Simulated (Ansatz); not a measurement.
# Sb2TeO2: the cost of one run

Program: Ansatz 0.2.0. Level of theory: DFT PBE, scalar-relativistic, plane waves, PAW. These are calculated values, not measurements.

**1. The structure to begin with**

The structure is tetragonal, space group I4/mmm (No. 139). Conventional cell: a = 4.419 Å, b = 4.419 Å, c = 10.285 Å, α = 90.00°, β = 90.00°, γ = 90.00°. Around Sb (site symmetry -4m2) lie 4 O at 2.63 Å and 4 Sb at 3.12 Å and 4 Te at 3.39 Å. Around Te (site symmetry 4/mmm) lie 8 O at 3.33 Å and 8 Sb at 3.39 Å. Around O (site symmetry 4mm) lie 1 O at 2.30 Å and 4 Sb at 2.63 Å.

As a file:

```cif
data_structure
_symmetry_space_group_name_H-M 'I4/mmm'
_symmetry_Int_Tables_number 139
_cell_length_a 4.4194
_cell_length_b 4.4194
_cell_length_c 10.2850
_cell_angle_alpha 90.000
_cell_angle_beta 90.000
_cell_angle_gamma 90.000
_cell_volume 200.88
loop_
_atom_site_label
_atom_site_type_symbol
_atom_site_symmetry_multiplicity
_atom_site_Wyckoff_symbol
_atom_site_fract_x
_atom_site_fract_y
_atom_site_fract_z
_atom_site_occupancy
Sb1 Sb 4 d 0.00000 0.50000 0.25000 1
Te1 Te 2 a 0.00000 0.00000 0.00000 1
O1 O 4 e 0.50000 0.50000 0.11190 1
```

A structure generator made this guess: species swapped into a database cell of CaP2Pd2 (I4/mmm, No. 139), with Te on the Ca sites, O on the P sites and Sb on the Pd sites. Its size is a rough estimate.

**2. The guess as it stands, on a coarse mesh**

The input, input.yaml:

```yaml
crystal:
  lattice:
    - [-2.20970239, 2.20970239, 5.14248144]
    - [2.20970239, -2.20970239, 5.14248144]
    - [2.20970239, 2.20970239, -5.14248144]
  atoms:
    - { symbol: Sb, position: [0.75, 0.25, 0.5] }
    - { symbol: Sb, position: [0.25, 0.75, 0.5] }
    - { symbol: Te, position: [0.0, 0.0, 0.0] }
    - { symbol: O, position: [0.61189866, 0.61189866, 0.0] }
    - { symbol: O, position: [0.38810134, 0.38810134, 0.0] }
basis:
  ecutwfc: 420
kpoints:
  mp_grid: { grid: [6, 6, 6] }
hamiltonian:
  xc: pbe
scf:
  occupations: { method: gaussian, width: 0.1 }
  lower_state_search: "off"
output:
  forces: true
  stress: true
  eigenvalues: true
```

On the command line:

```
> ansatz run input.yaml --threads 1 --pin off --max-ram 2560MiB --backend cpu --events-out ev --progress --plain --runs-dir out
```

**Question.** How long does this run take on 1 thread of Arm Neoverse V1, shared host, and how much memory does it need?

About 6.3 s, with a peak of 0.43 GiB.
